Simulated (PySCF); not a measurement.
# Tl(OH): other functionals and bases at one geometry

An exercise on one series of results from a longer session: the logs are not shown, and one member is left open.

The runs use PySCF 2.14.0; several levels, as the steps say, no spin–orbit coupling.

1 further run of the same task is left out (for a known fault of the program). Runs told in other sessions of the task aren't counted.

**Where the work starts**

3 atoms, charge 0, spin multiplicity 1.

Bond lengths: Tl1–O2 2.135 Å, O2–H3 0.964 Å. Angles: Tl1–O2–H3 122.0°.

As a file:

```
Tl    0.0976    0.0000    0.0191
O    -0.2393    0.0000    2.1269
H     0.4869    0.0000    2.7609
```

Formal oxidation states: Tl +1. An earlier session relaxed this geometry at PBE0, Tl def2-SVP with ECP60, O def2-SVP, H def2-SVP (singlet, point group Cs).

At PBE0 on the finer grid: E = -248.214654 Eh, HOMO -6.53 eV, LUMO -1.25 eV, Mulliken charge on Tl1 +0.40 e, largest force component 0.009 eV/Å. 

Levels to run: PBE; TPSS; CAM-B3LYP; BP86; PBE0, TZVP; PBE0, x2c-SVP. Hardware: 2 threads of Arm Neoverse V1, shared host.

The first run:

Input file run.py (the lines that set the calculation):

```python
mol = gto.M(atom='''
Tl     0.09762     0.00000     0.01905
O     -0.23929     0.00000     2.12686
H      0.48690     0.00000     2.76092''',
    basis={'Tl': 'def2-SVP', 'O': 'def2-SVP', 'H': 'def2-SVP'},
    ecp={'Tl': 'def2-SVP'},
    charge=0, spin=0)
mf = dft.RKS(mol, xc='PBE')
mf.grids.atom_grid = (75, 302)
mf = mf.density_fit()  # fitting sets: Tl def2-universal-JKFIT, O def2-universal-JKFIT, H def2-universal-JKFIT
mf.conv_tol = 1e-08; mf.max_cycle = 55
mf.kernel(dm0)  # dm0: the density of the relaxed state
```

Run with:

```sh
> OMP_NUM_THREADS=2 python run.py
```

Among the steps run: PBE; TPSS; CAM-B3LYP; BP86; PBE0, TZVP; PBE0, x2c-SVP.

One of the session's tables, all rows but one given; the rest of the session is left out.

```
              level  HOMO (eV)  gap (eV)  charge on Tl1 (e)  dipole (D)  largest force component (eV/Å)
PBE0 (relaxed here)      -6.53      5.28               0.40        2.36                            0.01
                PBE      -5.29      3.39               0.32        2.03                            0.51
               TPSS      -5.31      3.56               0.35        2.10                            0.48
          CAM-B3LYP          ?         ?                  ?           ?                               ?
               BP86      -5.42      3.43               0.32        2.03                            0.55
         PBE0, TZVP      -6.75      5.39               0.48        2.76                            0.17
      PBE0, x2c-SVP      -6.53      5.30               0.42        2.37                            0.23
```

Estimate the missing values for CAM-B3LYP.

As computed: HOMO (eV): -7.84; gap (eV): 7.35; charge on Tl1 (e): 0.39; dipole (D): 2.36; largest force component (eV/Å): 0.22. In the column «HOMO (eV)» it is the lowest.

In one basis the HOMO–LUMO gap runs from 3.39 eV (PBE) to 7.35 eV (CAM-B3LYP). The largest leftover force, 0.55 eV/Å with BP86, stands at a geometry relaxed at another level. Total energies of different levels can't be compared.
